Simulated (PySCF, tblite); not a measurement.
# C4H12PSi2 radical: geometry, infrared bands and EPR parameters

What infrared bands and EPR parameters should C4H12PSi2 radical (`C[Si@@H]1CCC[Si]1P`) show?

The runs use tblite 0.8.0 and PySCF 2.14.0, with density-fitted response routines of our own; the level of theory stands in each step. All values are computed, except where a source is named. Atoms count from 0, in the outputs and in this text.

### Step 1. Starting geometry

19 atoms, charge 0, multiplicity 2; geometry from: force field or distance geometry start.

Bonds of the start (Å): C0–Si1 1.84, Si1–C2 1.87, C2–C3 1.51, C3–C4 1.53, C4–Si5 1.88, Si5–P6 2.18, Si5–Si1 2.27, C0–H7 1.10, C0–H8 1.11, C0–H9 1.12, Si1–H10 1.44, C2–H11 1.12, C2–H12 1.11, C3–H13 1.10, C3–H14 1.10, C4–H15 1.09, C4–H16 1.12, P6–H17 1.45, P6–H18 1.47.

### Step 2. Relaxing the molecule with GFN2-xTB

Job settings and geometry (Å):

```
{"job": {"kind": "relax", "xc": "GFN2-xTB", "basis": "xTB"}, "charge": 0, "multiplicity": 2}
C      0.333000     2.626900     0.096600
Si     0.223800     0.949700    -0.648700
C     -1.502500     0.223400    -0.616400
C     -1.321900    -1.230800    -0.257000
C     -0.705200    -1.292200     1.138100
Si     0.987400    -0.500400     0.920400
P      2.483800    -1.866700     0.103600
H      1.116800     3.240500    -0.371700
H     -0.638700     3.163500     0.061000
H      0.554000     2.511100     1.190500
H      0.886300     0.779500    -1.917000
H     -2.151300     0.720500     0.146000
H     -1.959000     0.290500    -1.624200
H     -0.634600    -1.726600    -0.964600
H     -2.307600    -1.727400    -0.218900
H     -0.650500    -2.298500     1.557300
H     -1.279100    -0.569500     1.764300
H      2.851300    -1.577600    -1.267800
H      3.704200    -1.706600     0.901000
```

On the command line:

```
OMP_NUM_THREADS=1 python probes_run.py task.json out
```

The driver reads the jobs from task.json and runs them one after another.

The program printed:

```text
step      E/eV     max force
  0    -559.22490    2.119
  1    -559.48695    1.655
  2    -559.77201    1.271
  3    -559.93284    1.150
  4    -560.05837    0.901
  5    -560.09326    0.798
  6    -560.13074    0.455
  7    -560.15348    0.447
  8    -560.17431    0.365
  9    -560.18797    0.255
 10    -560.19971    0.278
 11    -560.21402    0.286
 12    -560.22888    0.313
 13    -560.23974    0.334
 14    -560.24780    0.261
 15    -560.25433    0.161
 16    -560.25994    0.222
 17    -560.26557    0.287
 18    -560.27089    0.242
 19    -560.27550    0.171
 20    -560.27966    0.138
 21    -560.28298    0.130
 22    -560.28541    0.155
 23    -560.28748    0.125
 24    -560.28917    0.076
 25    -560.29040    0.077
 26    -560.29143    0.073
 27    -560.29258    0.083
 28    -560.29394    0.109
 29    -560.29522    0.086
 30    -560.29617    0.085
 31    -560.29699    0.079
 32    -560.29800    0.093
 33    -560.29922    0.109
 34    -560.30040    0.078
 35    -560.30143    0.082
 36    -560.30243    0.077
 37    -560.30348    0.093
 38    -560.30438    0.084
 39    -560.30494    0.051
 40    -560.30531    0.046
 41    -560.30575    0.060
 42    -560.30640    0.100
 43    -560.30723    0.120
 44    -560.30809    0.106
 45    -560.30886    0.076
 46    -560.30963    0.067
 47    -560.31044    0.086
 48    -560.31128    0.095
 49    -560.31204    0.083
 50    -560.31276    0.069
 51    -560.31361    0.067
 52    -560.31455    0.093
 53    -560.31533    0.081
 54    -560.31593    0.054
 55    -560.31648    0.058
 56    -560.31713    0.069
 57    -560.31788    0.075
 58    -560.31853    0.057
 59    -560.31903    0.045
 60    -560.31951    0.059
 61    -560.32006    0.060
 62    -560.32057    0.069
 63    -560.32113    0.053
 64    -560.32164    0.047
 65    -560.32194    0.045
 66    -560.32244    0.053
 67    -560.32295    0.055
 68    -560.32359    0.049
 69    -560.32430    0.060
 70    -560.32513    0.069
 71    -560.32606    0.069
 72    -560.32690    0.108
 73    -560.32795    0.088
 74    -560.32903    0.083
 75    -560.33079    0.082
 76    -560.33139    0.077
 77    -560.33273    0.069
 78    -560.33376    0.074
 79    -560.33493    0.074
 80    -560.33605    0.084
 81    -560.33695    0.080
 82    -560.33788    0.058
 83    -560.33849    0.054
 84    -560.33913    0.060
 85    -560.33959    0.052
 86    -560.33997    0.039
 87    -560.34032    0.036
 88    -560.34068    0.056
 89    -560.34095    0.048
 90    -560.34124    0.032
 91    -560.34142    0.026
 92    -560.34155    0.032
 93    -560.34173    0.039
 94    -560.34196    0.044
 95    -560.34218    0.037
 96    -560.34239    0.032
 97    -560.34256    0.027
 98    -560.34271    0.025
 99    -560.34284    0.026
100    -560.34295    0.021
101    -560.34306    0.026
102    -560.34315    0.024
103    -560.34324    0.023
104    -560.34332    0.024
105    -560.34346    0.031
106    -560.34361    0.030
107    -560.34383    0.036
108    -560.34407    0.042
109    -560.34433    0.039
110    -560.34462    0.040
111    -560.34499    0.041
112    -560.34544    0.042
113    -560.34592    0.045
114    -560.34640    0.053
115    -560.34651    0.162
116    -560.34719    0.071
117    -560.34782    0.054
118    -560.34850    0.043
119    -560.34906    0.050
120    -560.34964    0.052
121    -560.35031    0.057
122    -560.35071    0.119
123    -560.35132    0.054
124    -560.35166    0.037
125    -560.35198    0.041
126    -560.35220    0.031
127    -560.35231    0.043
128    -560.35246    0.018
129    -560.35253    0.018
130    -560.35260    0.016
131    -560.35263    0.015
132    -560.35267    0.014
133    -560.35270    0.013
134    -560.35274    0.011
135    -560.35278    0.013
136    -560.35282    0.015
137    -560.35284    0.013
138    -560.35286    0.014
139    -560.35289    0.018
140    -560.35293    0.025
141    -560.35296    0.019
142    -560.35299    0.013
143    -560.35302    0.013
144    -560.35304    0.014
145    -560.35307    0.015
146    -560.35311    0.017
147    -560.35314    0.013
148    -560.35317    0.015
149    -560.35320    0.016
150    -560.35323    0.015
151    -560.35326    0.011
152    -560.35329    0.010
153    -560.35330    0.010
154    -560.35332    0.012
155    -560.35334    0.010
156    -560.35335    0.007
```

Wall time 1.4 s (1 thread of Arm Neoverse V2, shared host); peak memory 0.18 GiB.

Relaxation path: (not every step is listed)

| step | energy from step 0 (eV) | largest force (eV/Å) |
| --- | --- | --- |
| 0 | 0.0000 | 2.1187 |
| 1 | -0.2620 | 1.6554 |
| 2 | -0.5471 | 1.2712 |
| 3 | -0.7079 | 1.1505 |
| 4 | -0.8335 | 0.9012 |
| 5 | -0.8684 | 0.7975 |
| 6 | -0.9058 | 0.4546 |
| 7 | -0.9286 | 0.4471 |
| 8 | -0.9494 | 0.3648 |
| 22 | -1.0605 | 0.1551 |
| 36 | -1.0775 | 0.0766 |
| 50 | -1.0879 | 0.0688 |
| 64 | -1.0967 | 0.0468 |
| 78 | -1.1089 | 0.0742 |
| 92 | -1.1166 | 0.0316 |
| 106 | -1.1187 | 0.0305 |
| 120 | -1.1247 | 0.0522 |
| 134 | -1.1278 | 0.0112 |
| 148 | -1.1283 | 0.0154 |
| 151 | -1.1284 | 0.0112 |
| 152 | -1.1284 | 0.0102 |
| 153 | -1.1284 | 0.0102 |
| 154 | -1.1284 | 0.0121 |
| 155 | -1.1284 | 0.0102 |
| 156 | -1.1284 | 0.0068 |

Close pairs (by a distance rule), those that changed most:

| bond | before (Å) | after (Å) | change (Å) |
| --- | --- | --- | --- |
| P6–H18 | 1.467 | 1.384 | -0.082 |
| Si1–Si5 | 2.269 | 2.343 | +0.074 |
| Si5–P6 | 2.185 | 2.258 | +0.073 |
| P6–H17 | 1.449 | 1.383 | -0.066 |
| C0–Si1 | 1.839 | 1.903 | +0.064 |
| C4–Si5 | 1.881 | 1.935 | +0.054 |
| Si1–C2 | 1.873 | 1.915 | +0.042 |
| C0–H9 | 1.122 | 1.085 | -0.037 |

The end geometry stands in the next job.

### Step 3. Vibrational analysis with GFN2-xTB

Job settings and geometry (Å):

```
{"job": {"kind": "ir", "xc": "GFN2-xTB", "basis": "xTB"}, "charge": 0, "multiplicity": 2}
C      0.284201     2.820061    -0.093730
Si     0.204681     1.032905    -0.741354
C     -1.531927     0.279207    -0.453434
C     -1.392094    -1.215400    -0.171763
C     -0.484069    -1.469943     1.029898
Si     1.171003    -0.513244     0.730620
P      2.569817    -2.053520    -0.146570
H      1.266407     3.249924    -0.256046
H     -0.436422     3.450603    -0.604158
H      0.072463     2.870605     0.969415
H      0.456009     1.072437    -2.196471
H     -2.013183     0.757068     0.401771
H     -2.192257     0.428653    -1.307496
H     -0.968909    -1.707947    -1.052511
H     -2.377337    -1.658784     0.005942
H     -0.319798    -2.541578     1.153480
H     -0.981379    -1.115155     1.934265
H      3.626486    -1.171715    -0.285363
H      3.036503    -2.504927     1.076044
```

The program printed:

```text
mode    cm-1     km/mol
  1      39.9      0.26
  2      75.5      3.58
  3      83.8      3.68
  4     109.1      1.20
  5     118.9      0.79
  6     137.7      2.89
  7     187.4      2.08
  8     260.3      1.41
  9     263.1      4.63
 10     376.2      4.21
 11     434.3      6.77
 12     486.8     67.49
 13     518.1    209.65
 14     638.3     56.04
 15     650.0     20.28
 16     654.1     41.89
 17     666.6     10.26
 18     682.8     14.32
 19     738.6     64.05
 20     758.2     13.41
 21     787.9     65.93
 22     821.8    150.21
 23     833.7     94.88
 24     948.6     16.20
 25     951.2      6.84
 26    1042.4      9.89
 27    1104.4      0.20
 28    1129.2     16.71
 29    1152.1     18.79
 30    1212.5      2.95
 31    1265.1      3.82
 32    1290.1      4.33
 33    1339.9      3.83
 34    1370.7      9.62
 35    1471.6      0.71
 36    1483.6      1.42
 37    1487.1      0.57
 38    1493.3      1.00
 39    1511.7      1.38
 40    2113.3    275.33
 41    2287.1     61.14
 42    2379.9    139.73
 43    2926.6     67.31
 44    2951.9     18.36
 45    2965.8     10.79
 46    2972.6     84.57
 47    2979.5     22.74
 48    2991.9     26.35
 49    3045.6     22.74
 50    3046.6     27.31
 51    3056.9     19.56
```

Run time: 0.89 s. Hardware: 1 thread of Arm Neoverse V2, shared host; peak memory 0.18 GiB.

Which atoms move in the most intense modes:

| cm⁻¹ | km/mol | atoms |
| --- | --- | --- |
| 487 | 67.5 | Si5 54 %, P6 24 %, H10 10 % |
| 518 | 209.7 | H10 74 %, Si1 10 % |
| 822 | 150.2 | H8 32 %, H9 14 %, C0 12 %, H7 11 % |
| 834 | 94.9 | H7 30 %, H9 29 %, C0 15 % |
| 2113 | 275.3 | H10 97 % |
| 2380 | 139.7 | H17 56 %, H18 40 % |
| 2927 | 67.3 | H14 71 %, H13 19 % |
| 2973 | 84.6 | H11 52 %, H15 17 % |

### Step 4. g tensor and hyperfine couplings: B3LYP/pcH-1

Settings changed since step 3:

```diff
@@ -1,2 +1,2 @@
-{"job": {"kind": "ir", "xc": "GFN2-xTB", "basis": "xTB"}, "charge": 0, "multiplicity": 2}
+{"job": {"kind": "epr", "basis": "pcH-1"}, "charge": 0, "multiplicity": 2}
 C      0.284201     2.820061    -0.093730
```

With the program's defaults for keys left out, this is: UKS B3LYP, pcH-1 on C H P Si, non-relativistic, mean-field spin-orbit, GIAO.

The program printed:

```text
UKS, coarse grid
  cycle   1  E = -1079.92936686  |g| = 4.37e-01
  cycle   2  E = -1079.85030351  |g| = 5.63e-01
  cycle   3  E = -1080.01949828  |g| = 6.00e-02
  cycle   4  E = -1080.02100196  |g| = 3.17e-02
  cycle   5  E = -1080.02153598  |g| = 6.08e-03
  cycle   6  E = -1080.02155691  |g| = 1.96e-03
  cycle   7  E = -1080.02155886  |g| = 4.76e-04
UKS, final grid
  cycle   1  E = -1080.02156586  |g| = 4.70e-04
  cycle   2  E = -1080.02156581  |g| = 5.64e-04
  cycle   3  E = -1080.02156600  |g| = 7.36e-05
  cycle   4  E = -1080.02156601  |g| = 2.49e-05
E = -1080.02156601 Eh   <S^2> = 0.7526 (exact 0.7500)
g shifts (ppm)      1          2          3
  rmc          -143       -143       -143
  gc             11         58         66
  oz_so        -576       2156       5549
  total        -708       2071       5472
hyperfine (MHz)  atom isotope    a_iso     a_fc   dipolar eigenvalues
    0   13C       0.98       0.98     -0.42     -0.19      0.61
    1  29Si     -56.32     -56.39    -13.94      6.48      7.46
    2   13C       9.75       9.74     -1.20     -0.88      2.07
    3   13C      26.10      26.11     -1.76     -1.47      3.22
    4   13C      18.84      18.81     -4.07     -3.21      7.28
    5  29Si    -408.11    -408.74   -153.48     75.99     77.49
    6   31P      17.91      18.18    -50.85    -43.48     94.34
    7    1H       0.23       0.23     -1.30     -0.89      2.19
    8    1H      -1.47      -1.46     -0.82     -0.59      1.41
    9    1H      -0.05      -0.05     -1.70     -1.31      3.01
   10    1H      29.48      29.47     -1.97     -0.72      2.69
   11    1H       1.22       1.22     -1.55     -0.81      2.35
   12    1H       0.08       0.08     -1.29     -0.58      1.87
   13    1H      -0.63      -0.62     -2.33     -1.11      3.44
   14    1H      15.27      15.27     -1.50     -0.77      2.28
   15    1H       2.72       2.71     -3.07     -1.25      4.32
   16    1H      13.30      13.30     -4.04     -2.57      6.61
   17    1H       6.92       6.91     -3.33     -0.38      3.72
   18    1H      39.34      39.33     -3.60     -0.73      4.33
```

Wall time 2.8 min (1 thread of Arm Neoverse V2, shared host); peak memory 1.1 GiB.

Principal g values 2.00161, 2.00439, 2.00779; g(iso) = 2.00460, against 2.00232 for a free electron.

Hyperfine couplings; where a row names several nuclei, a(iso) is their mean (it holds for fast rotation or exchange) and the dipolar term the largest among them:

| nuclei | isotope | a(iso) (MHz) | a(iso) (G, at g = 2.0023) | largest dipolar term (MHz) |
| --- | --- | --- | --- | --- |
| Si5 | 29Si | -408.1 | -145.6 | -153.5 |
| Si1 | 29Si | -56.3 | -20.1 | -13.9 |
| H10 | 1H | 29.5 | 10.5 | 2.7 |
| C3 | 13C | 26.1 | 9.3 | 3.2 |
| H17, H18 | 1H | 23.1 | 8.3 | 4.3 |
| C4 | 13C | 18.8 | 6.7 | 7.3 |
| P6 | 31P | 17.9 | 6.4 | 94.3 |
| H14 | 1H | 15.3 | 5.4 | 2.3 |
| H16 | 1H | 13.3 | 4.7 | 6.6 |
| C2 | 13C | 9.7 | 3.5 | 2.1 |
| H15 | 1H | 2.7 | 1.0 | 4.3 |
| H11 | 1H | 1.2 | 0.4 | 2.4 |
| C0 | 13C | 1.0 | 0.3 | 0.6 |
| H13 | 1H | -0.6 | -0.2 | 3.4 |

Mulliken spin populations:

C0 0.00; Si1 0.02; C2 0.00; C3 0.01; C4 -0.01; Si5 0.84; P6 0.09; H7 0.00; H8 0.00; H9 0.00; H10 0.02; H11 0.00; H12 0.00; H13 0.00; H14 0.01; H15 0.00; H16 0.00; H17 0.00; H18 0.01

In first order the couplings over 0.8 MHz of 1H, 31P give 192 distinct lines over 45.0 G, if the averaged nuclei exchange fast.

The fields below are evaluated on a grid from the run's orbitals.

ELF in a plane through or near 7 of the atoms.

Ten even steps from '0' (0.00) to '9' (1.00):
```
0000000000000000000000000000
0000000000000000000000000000
0000000000000000000000000000
0000000011000000000000000000
0000232011000000002773000000
0004999721123310018999300000
0006999845666751017997200000
0002799557221584245245320000
0000111134267386377228972000
0000000014521453245569982000
0000001566896102210015630000
0000029998325114651000000000
0000039998576228998200000000
0000004752233217999300000000
0000000000156302674100000000
0000000000388400000000000000
0000000000022000000000000000
0000000000000000000000000000
0000000000000000000000000000
0000000000000000000000000000
```
The map spans 12.1 Å across and 11.4 Å up, centred on the molecule. Atoms in the plane (x, y in Å): C0 (2.6, 1.1), C4 (-1.4, -0.9), Si5 (-1.0, 0.9), H7 (2.7, 2.2), H11 (1.2, -1.7), H15 (-2.5, -1.1), H18 (-3.5, 2.1).

log10 of the density (e/Å³) in the same plane.

Values, 10 rows by 14 columns:
```
-4.0 -4.0 -4.0 -4.0 -4.0 -4.0 -4.0 -4.0 -4.0 -4.0 -4.0 -4.0 -4.0 -4.0
-4.0 -4.0 -3.8 -3.2 -2.8 -3.0 -3.6 -4.0 -4.0 -4.0 -4.0 -4.0 -4.0 -4.0
-4.0 -3.2 -2.2 -1.7 -1.5 -1.8 -2.2 -2.6 -2.9 -2.2 -1.8 -2.7 -3.8 -4.0
-4.0 -2.6 -1.1  0.2 -0.6 -0.6 -0.7 -1.2 -1.5 -0.5  0.1 -1.4 -2.6 -4.0
-4.0 -3.1 -2.0 -1.4 -0.8  0.2  1.2 -0.4 -0.7  0.0  0.3 -0.6 -2.1 -3.6
-4.0 -4.0 -3.0 -1.8 -0.6  0.1 -0.3 -1.0 -0.8 -1.1 -1.3 -1.6 -2.7 -4.0
-4.0 -4.0 -3.1 -1.5 -0.1  0.1 -0.2 -0.6  0.2 -0.9 -2.3 -3.4 -4.0 -4.0
-4.0 -4.0 -4.0 -2.8 -2.0 -1.2 -0.8 -1.4 -1.1 -1.6 -2.8 -4.0 -4.0 -4.0
-4.0 -4.0 -4.0 -4.0 -3.4 -2.5 -2.2 -2.8 -3.2 -3.6 -4.0 -4.0 -4.0 -4.0
-4.0 -4.0 -4.0 -4.0 -4.0 -4.0 -4.0 -4.0 -4.0 -4.0 -4.0 -4.0 -4.0 -4.0
```
The map spans 12.1 Å across and 11.4 Å up, centred on the molecule. Atoms in the plane (x, y in Å): C0 (2.6, 1.1), C4 (-1.4, -0.9), Si5 (-1.0, 0.9), H7 (2.7, 2.2), H11 (1.2, -1.7), H15 (-2.5, -1.1), H18 (-3.5, 2.1).

On the surface of density 0.002 e/bohr³ the electrostatic potential runs, from the 1st to the 99th percentile, from -0.80 V near P6 to 0.75 V near H7.

The spin density lies nearest to Si5 66 %; P6 11 %.

### Step 5. Outcome

| quantity | value |
| --- | --- |
| strongest single infrared mode (GFN2-xTB) | 2113 cm⁻¹, 275 km/mol |
| zero-point energy (GFN2-xTB) | 91.9 kcal/mol |
| g(iso) (B3LYP) | 2.00460 |
| ⟨S²⟩ | 0.753 (exact 0.75) |
| largest a(iso) (averaged by class) | 29Si on Si5, -408.1 MHz |
| surface potential, 1st and 99th percentile | -0.80 V and 0.75 V |

Relaxing lowered the energy by 1.128 eV in 156 steps; the close pair that moved most is P6–H18, from 1.467 to 1.384 Å. No mode is imaginary among the 51: a minimum at this level. The strongest single mode, at 2113 cm⁻¹, moves mainly H10. GFN2-xTB is a fitted tight-binding method: band positions and strengths are rough. Its intensities can rank the bands wrongly. Si5 carries the largest spin population, 0.84 e. The isotropic g lies 2.3 ppt above the free-electron value.
